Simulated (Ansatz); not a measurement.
C₄H₄O, SMILES C#COC=C, energies of removing a hydrogen

With the Python package of Ansatz (0.2.0).

Notebook, run cell by cell (the value of a cell's last expression is shown):

In [1]:
```python
import ansatz as az
```

In [2]:
```python
def single_point(molecule, charge=0, unpaired=0):
    calc = molecule.calculation().basis(gaussian="cc-pVDZ").functional("r2SCAN")
    if charge:
        calc = calc.charge(charge)
    if unpaired:
        calc = calc.spin("collinear", total=unpaired)
    report = calc.run(threads=1, pin="off").report
    if report["published_state_doubts"]:
        print("  doubts:", report["published_state_doubts"])
    return report["free_energy_ev"]

def without(molecule, index):
    rest = az.Crystal.molecule()
    for i, site in enumerate(molecule.cartesian_sites):
        if i != index:
            rest = rest.atom(site.symbol, site.position_ang)
    return rest

molecule = (
    az.Crystal.molecule()
    .atom("C", [0.6799, 1.9859, 0.8757])
    .atom("C", [0.926, 0.973, 0.2802])
    .atom("O", [1.2761, -0.1289, -0.3842])
    .atom("C", [0.1845, -1.004, -0.6143])
    .atom("C", [-1.0777, -0.9475, -0.2088])
    .atom("H", [0.4503, 2.8669, 1.3816])
    .atom("H", [0.6286, -1.8502, -1.1252])
    .atom("H", [-1.7222, -1.7395, -0.4694])
    .atom("H", [-1.4716, -0.0983, 0.3334])
)

whole = single_point(molecule, 0)
hydrogen = single_point(az.Crystal.molecule().atom("H", (0, 0, 0)), 0, 1)
print(f"E(molecule) = {whole:.5f} eV, E(H) = {hydrogen:.5f} eV")
for index in [5, 6, 8]:
    radical = single_point(without(molecule, index), 0, 1)
    print(f"H{index}: homolysis {23.060548 * (radical + hydrogen - whole):.1f} kcal/mol")
    anion = single_point(without(molecule, index), -1)
    print(f"H{index}: loss of a proton {23.060548 * (anion - whole):.1f} kcal/mol")
```
```text
E(molecule) = -6253.22611 eV, E(H) = -13.58415 eV
H5: homolysis 133.2 kcal/mol
H5: loss of a proton 391.0 kcal/mol
H6: homolysis 115.4 kcal/mol
H6: loss of a proton 411.0 kcal/mol
H8: homolysis 118.8 kcal/mol
H8: loss of a proton 411.4 kcal/mol
```

Caveats:
- These settings explore the input space; basis and method may be short of convergence.
- The geometry is a force-field or estimated start, not a minimum of this method, and the basis set is short of its limit. All parts are taken at fixed geometry, without zero-point energy.
- Anions want diffuse functions, which this basis lacks.
- Timing: 62 s on 1 thread of Arm Neoverse V1 (shared host), peak memory 0.29 GiB.
